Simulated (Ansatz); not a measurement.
# CH5BO (SMILES CBO) at B2PLYP/6-311+G(d,p)

Aim: the electronic atomisation energy of CH5BO at B2PLYP/6-311+G**, from 5 runs. 

The results are computed with Ansatz 0.2.0.

57 further runs of the same task are left out: 57 set aside as unsound or not needed.

### Step 1. The structure to begin with

The species is CH5BO (8 atoms), meant as a singlet with charge 0. As SMILES, `CBO`. The shape is that of a PBE0-D4/def2-TZVP optimisation. This is one conformer, not always the lowest.

Bond lengths: C1–B2 1.559 Å, B2–O3 1.357 Å, C1–H4 1.092 Å, C1–H5 1.096 Å, C1–H6 1.096 Å, B2–H7 1.207 Å, O3–H8 0.960 Å. Angles: C1–B2–O3 119.4°, C1–B2–H7 121.8°, O3–B2–H7 118.7°, B2–C1–H4 113.4°, B2–C1–H5 110.2°, B2–C1–H6 110.2°, B2–O3–H8 113.1°, H4–C1–H5 108.7°, H4–C1–H6 108.7°, H5–C1–H6 105.3°.

### Step 2. A single-point energy at B2PLYP/6-311+G(d,p)

Input file input.yaml:

```yaml
crystal:
  periodic: [false, false, false]
  atoms:
    - {symbol: C, position_ang: [-0.618600, 0.710300, -0.324600]}
    - {symbol: B, position_ang: [0.508800, -0.240100, 0.180200]}
    - {symbol: O, position_ang: [0.240700, -1.558300, 0.355600]}
    - {symbol: H, position_ang: [-1.568300, 0.201200, -0.499400]}
    - {symbol: H, position_ang: [-0.308500, 1.205100, -1.251900]}
    - {symbol: H, position_ang: [-0.780500, 1.520100, 0.395700]}
    - {symbol: H, position_ang: [1.620500, 0.163100, 0.420800]}
    - {symbol: H, position_ang: [0.998200, -2.058400, 0.667700]}
basis:
  gaussian:
    orbitals: 6-311+G_st__st_.json
hamiltonian:
  xc: {name: B2PLYP}
correlation:
  frozen_orbitals: {B: 1, C: 1, H: 0, O: 1}
accuracy: high
output: {orbitals: {seedname: orbitals}}
```

The basis set 6-311+G** is read from a file made from the Basis Set Exchange's data (not shown).

Launch:

```console
$ ansatz run input.yaml --threads 1 --pin off --max-ram 3480MiB --events-out events.jsonl --progress --plain --runs-dir runs
```

Output:

```text
Warning: RAYON_NUM_THREADS=1 ignored (pool sized by the plan → 1); use --threads N
Functional definition: B2PLYP
  name "B2PLYP"
  parameter a = 0.53
  parameter c = 0.27
  exchange = (1 - a)*b88_x + a*exact_x
  correlation = (1 - c)*lyp_c + c*(mp2_os + mp2_ss)
1917 factors; integrals over basis functions are off by at most 3.6e-9 eV
mean field evaluation 1: about -3830.7165 eV, gradient 5.5e1 eV
mean field evaluation 2: about -3830.7149 eV, gradient 5.5e1 eV
mean field evaluation 4: about -3836.5973 eV, gradient 7.0e0 eV
mean field evaluation 8: about -3836.6853 eV, gradient 1.2e-1 eV
mean field evaluation 16: about -3836.6854 eV, gradient 1.1e-5 eV
mean field -3836.68538829 eV, -140.9955874210 hartree, gradient 6.8e-9 eV, S^2 0.000000; 0 other end points of the search recorded, 0 dependent functions left out
3 core orbitals not correlated: weight in the atoms' cores, before any rotation towards them, 1.000 or more for the frozen orbitals, at most 0.000 for the correlated occupied ones
reference -3836.68541685 eV, -140.9955884705 hartree; 9, 9 occupied and 84, 84 virtual orbitals, 1917 factors
second order -14.95816204 eV of doubles, -0.00000000 eV of singles
Total energy: -3840.72412060 eV, -141.1440080959 hartree
```

Run time: 9 s. Hardware: 1 thread of Arm Neoverse V1, shared host; peak memory 0.26 GiB.

### Step 3. The B atom

Input file input.yaml:

```yaml
crystal:
  periodic: [false, false, false]
  atoms:
    - {symbol: B, position_ang: [0.000000, 0.000000, 0.000000]}
basis:
  gaussian:
    orbitals: 6-311+G_st__st_.json
magnetization:
  spin_polarized: true
  initial_magnetization: 1
hamiltonian:
  xc: {name: B2PLYP}
correlation:
  frozen_orbitals: {B: 1}
accuracy: high
```

The basis set 6-311+G** is read from a file made from the Basis Set Exchange's data (not shown).

Run the same way, it converges to -24.63245 Eh (log not shown).

### Step 4. The C atom, same level

Input file in.yaml:

```yaml
basis:
  gaussian:
    orbitals: 6-311+G_st__st_.json
crystal:
  periodic: [false, false, false]
  atoms:
    - {symbol: C, position_ang: [0.000000, 0.000000, 0.000000]}
correlation:
  frozen_orbitals: {C: 1}
hamiltonian:
  xc: {name: B2PLYP}
accuracy: high
magnetization:
  spin_polarized: true
  initial_magnetization: 2
```

The basis set 6-311+G** is read from a file made from the Basis Set Exchange's data (not shown).

Run the same way, it converges to -37.82141 Eh (log not shown).

### Step 5. The H atom at the same level

Input file run.yaml:

```yaml
crystal:
  periodic: [false, false, false]
  atoms:
    - symbol: H
      position_ang: [0.000000, 0.000000, 0.000000]
basis:
  gaussian: {orbitals: 6-311+G_st__st_.json}
magnetization: {spin_polarized: true, initial_magnetization: 1}
hamiltonian: {xc: {name: B2PLYP}}
correlation: {frozen_orbitals: {H: 0}}
accuracy: high
```

The basis set 6-311+G** is read from a file made from the Basis Set Exchange's data (not shown).

Launch:

```console
$ ansatz run run.yaml --threads 1 --pin off --max-ram 3480MiB --events-out events.jsonl --progress --plain --runs-dir runs
```

Output:

```text
Warning: RAYON_NUM_THREADS=1 ignored (pool sized by the plan → 1); use --threads N
[... 6 set-up lines as earlier in the session ...]
21 factors; integrals over basis functions are off by at most 2.5e-9 eV
mean field evaluation 1: about -13.5552 eV, gradient 9.2e-1 eV
mean field evaluation 2: about -13.5550 eV, gradient 9.2e-1 eV
mean field evaluation 4: about -13.5680 eV, gradient 3.8e-3 eV
mean field evaluation 8: about -13.5680 eV, gradient 2.4e-6 eV
mean field -13.56796202 eV, -0.4986134074 hartree, gradient 6.9e-9 eV, S^2 0.750000; 0 other end points of the search recorded, 0 dependent functions left out
reference -13.56797674 eV, -0.4986139483 hartree; 1, 0 occupied and 5, 6 virtual orbitals, 21 factors
second order 0.00000000 eV of doubles, -0.00000000 eV of singles
Total energy: -13.56797674 eV, -0.4986139483 hartree
```

Wall time 0.12 s (1 thread of Arm Neoverse V1, shared host).

### Step 6. The O atom, same level

Input file in.yaml:

```yaml
crystal:
  periodic: [false, false, false]
  atoms:
    - {symbol: O, position_ang: [0.000000, 0.000000, 0.000000]}
basis:
  gaussian: {orbitals: 6-311+G_st__st_.json}
magnetization: {spin_polarized: true, initial_magnetization: 2}
hamiltonian: {xc: {name: B2PLYP}}
accuracy: high
correlation: {frozen_orbitals: {O: 1}}
```

The basis set 6-311+G** is read from a file made from the Basis Set Exchange's data (not shown).

Run the same way, it converges to -75.03651 Eh (log not shown).

### Step 7. Outcome

At B2PLYP/6-311+G**, 3 core orbitals frozen:

| quantity | value |
| --- | --- |
| molecule: total energy | -141.14401 Eh |
| molecule: HOMO energy (SCF part's orbitals) | -10.01 eV |
| molecule: LUMO energy (SCF part's orbitals) | 0.59 eV |
| molecule: HOMO–LUMO gap (SCF part's orbitals) | 10.60 eV |
| B atom: total energy | -24.63245 Eh |
| B atom: ⟨S²⟩ | 0.754 |
| C atom: total energy | -37.82141 Eh |
| C atom: ⟨S²⟩ | 2.005 |
| H atom: total energy | -0.49861 Eh |
| H atom: ⟨S²⟩ | 0.750 |
| O atom: total energy | -75.03651 Eh |
| O atom: ⟨S²⟩ | 2.005 |
| electronic atomisation energy | 31.581 eV |

What this shows: Taking the molecule apart into free atoms costs 31.58 eV (728 kcal/mol), before zero-point energy and without spin-orbit coupling.
